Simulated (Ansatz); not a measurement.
The same path of a periodic cell of 15 atoms, Al₆GeH₂N₆ (surface AlN(111), adsorbate GeH2) was run twice with different band settings. Lost on the way: Ge13–H14. Made: Al9–Ge13, N12–H14.

Theory: DFT PBEsol, scalar-relativistic, plane waves, PAW (Ansatz 0.2.0). Settings: PAW set soft_1, cutoff 420 eV, k mesh 2x2x1, gaussian smearing 0.05 eV, no spin polarisation.

Relaxed end points:

```xyz
15
Lattice="5.4456 0.0000 0.0000 -2.7228 5.2852 0.0000 0.0000 0.0000 16.3240" Properties=species:S:1:pos:R:3
Al 3.630 0.000 1.000
Al -0.369 2.747 1.519
N 1.229 3.498 1.278
N 4.928 0.984 2.029
Al 1.247 0.343 2.057
Al 2.245 3.111 2.778
N -1.453 3.812 2.553
N 2.240 1.272 3.260
Al 3.958 0.915 3.833
Al -0.373 3.707 4.129
N 1.431 4.212 4.256
N -1.303 2.433 5.019
Ge 2.564 3.255 5.633
H 3.009 4.421 6.542
H 1.620 2.260 6.317
```

```xyz
15
Lattice="5.4456 0.0000 0.0000 -2.7228 5.2852 0.0000 0.0000 0.0000 16.3240" Properties=species:S:1:pos:R:3
Al 3.630 0.000 1.000
Al -0.324 2.843 1.768
N 1.274 3.564 1.438
N 4.933 1.022 2.002
Al 1.285 0.386 2.236
Al 2.221 3.258 3.009
N -1.406 3.841 2.910
N 2.188 1.458 3.397
Al 3.889 0.922 3.663
Al -0.415 3.732 4.562
N 1.364 4.426 4.372
N -0.614 1.827 5.087
Ge 2.791 5.140 5.577
H 4.128 1.865 5.845
H 2.085 5.182 6.985
```

Common settings: spring 5.0 eV/Å²; optimiser quadratic models (default); end points relaxed; atoms held 1 to 1.

| run | movable images | climbing image | start path | force threshold | iteration limit |
| --- | --- | --- | --- | --- | --- |
| 1 | 5 | yes | IDPP | 0.03 eV/Å | 40 |
| 2 | 4 | no | default | 0.05 eV/Å | 50 |

Problem. What does each run give, and how far can it be trusted?

Solution. Run 1: converged after 21 iterations, highest image 1.731 eV above the first end. The profile has 2 maxima (images 2, 5) with wells between them (image 4): this band takes more than one step, which may be the mechanism or a detour left from its start path. Neighbouring images differ by up to 2.3 eV, so the band resolves the path poorly. By the program's own check the climbing image is of a kind that is not told: the force calls were inconclusive, a negative curvature could not be distinguished from the path's own, the only one lies far off the path, or fixed occupations may fill a level only in part (lowest curvatures found: -8.75 and 0.10 eV/Å²).
Run 2: converged after 15 iterations, highest image 0.528 eV above the first end. The profile has 2 maxima (images 1, 4) with wells between them (image 3): this band takes more than one step, which may be the mechanism or a detour left from its start path. Neighbouring images differ by up to 1.3 eV, so the band resolves the path poorly. No image climbed, so the highest image needn't sit at the top of the path. A band with more images between the same ends climbed to 1.73 eV, so this one has probably stepped over the top.
Limits of this set-up: coarse k mesh, thin slab, slab without dipole correction, no dispersion correction for a molecule that may bind weakly, PAW files made for another functional.
